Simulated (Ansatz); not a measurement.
The system is VWC2.

```
CELL_PARAMETERS angstrom
1.51704 0.87586 4.93389
-1.51704 0.87586 4.93389
0.00000 -1.75173 4.93389
ATOMIC_POSITIONS crystal
W 0.00000 0.00000 0.00000
V 0.50000 0.50000 0.50000
C 0.24649 0.24649 0.24649
C 0.75351 0.75351 0.75351
```

The cell comes from a database or a generator and needn't be the stable form of this composition.

Program: Ansatz 0.2.0. Alike in all runs: potentials or basis all-electron LAPW, scalar-relativistic; spin collinear, ferromagnetic start; cell as given; k mesh 10 × 10 × 10; smearing fermi-dirac 0.05 eV.

Problem. Order these runs on this cell by their pressure, lowest first.
A. level PBEsol; cutoff (eV) 343; basis error allowed 0.001 eV/atom
B. level PBE; cutoff (eV) 315; basis error allowed 0.002 eV/atom
C. level LDA; cutoff (eV) 316; basis error allowed 0.002 eV/atom

Solution. C (-16.8 GPa), A (-10.6 GPa), B (-2.0 GPa).

Not every run made on this cell is shown here.
